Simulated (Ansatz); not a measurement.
# CH6ClFSi2: the cost of one run

Computed with Ansatz 0.2.0, Gaussian basis. Level: the settings change from run to run.

## Step 1: The molecule

An earlier PBE0-D4 in a triple-zeta def2 set relaxation fixed the geometry.

SMILES `C[SiH](F)[SiH2]Cl`, 11 atoms, charge 0, spin multiplicity 1.

Atoms are counted from 1 here; the program's logs count them from 0.

Bond lengths: C1–Si2 1.856 Å, C1–H6 1.093 Å, C1–H7 1.092 Å, C1–H8 1.093 Å, Si2–F3 1.610 Å, Si2–Si4 2.348 Å, Si2–H9 1.487 Å, Si4–Cl5 2.071 Å, Si4–H10 1.485 Å, Si4–H11 1.486 Å. Angles: Si2–C1–H6 110.7°, Si2–C1–H7 111.3°, Si2–C1–H8 109.7°, H6–C1–H7 108.5°, H6–C1–H8 108.3°, H7–C1–H8 108.2°, C1–Si2–F3 109.5°, C1–Si2–Si4 111.3°, C1–Si2–H9 110.9°, F3–Si2–Si4 108.5°, F3–Si2–H9 107.3°, Si4–Si2–H9 109.2°, Si2–Si4–Cl5 105.5°, Si2–Si4–H10 113.7°, Si2–Si4–H11 113.0°, Cl5–Si4–H10 107.8°, Cl5–Si4–H11 107.6°, H10–Si4–H11 108.9°.

## Step 2: SPW92/aug-cc-pVDZ

This run has multiplicity 3, restricted open-shell orbitals, atoms shaken by 0.15 Å, high accuracy, the search for lower states set to off.

Contents of in.yaml:

```yaml
crystal:
  periodic: [false, false, false]
  atoms:
    - {symbol: C, position_ang: [-1.356990, -0.863242, 0.865787]}
    - {symbol: Si, position_ang: [0.476655, 0.559603, 0.617565]}
    - {symbol: F, position_ang: [1.519239, -0.339242, 1.589554]}
    - {symbol: Si, position_ang: [1.001104, 0.115776, -1.236495]}
    - {symbol: Cl, position_ang: [-0.702569, 1.008740, -2.552357]}
    - {symbol: H, position_ang: [-1.052250, -0.304683, 2.271483]}
    - {symbol: H, position_ang: [-1.239883, -1.691639, 0.605995]}
    - {symbol: H, position_ang: [-2.114307, -0.080265, 0.562696]}
    - {symbol: H, position_ang: [0.207884, 1.807401, 0.916260]}
    - {symbol: H, position_ang: [2.226582, 1.131493, -1.805144]}
    - {symbol: H, position_ang: [1.219129, -1.197807, -1.928483]}
basis:
  gaussian: {orbitals: aug-cc-pVDZ}
magnetization: {spin_polarized: false, initial_magnetization: 2}
hamiltonian: {xc: {name: SPW92}}
accuracy: high
scf: {lower_state_search: off}
```

The run is started by

```sh
ansatz run in.yaml --threads 4 --pin off --events-out ev --progress --plain --max-ram 10444MiB
```

What time and memory should one allow on 4 threads of Intel Xeon at 2.80GHz, shared host?

About 7 s, with a peak of 0.76 GiB.
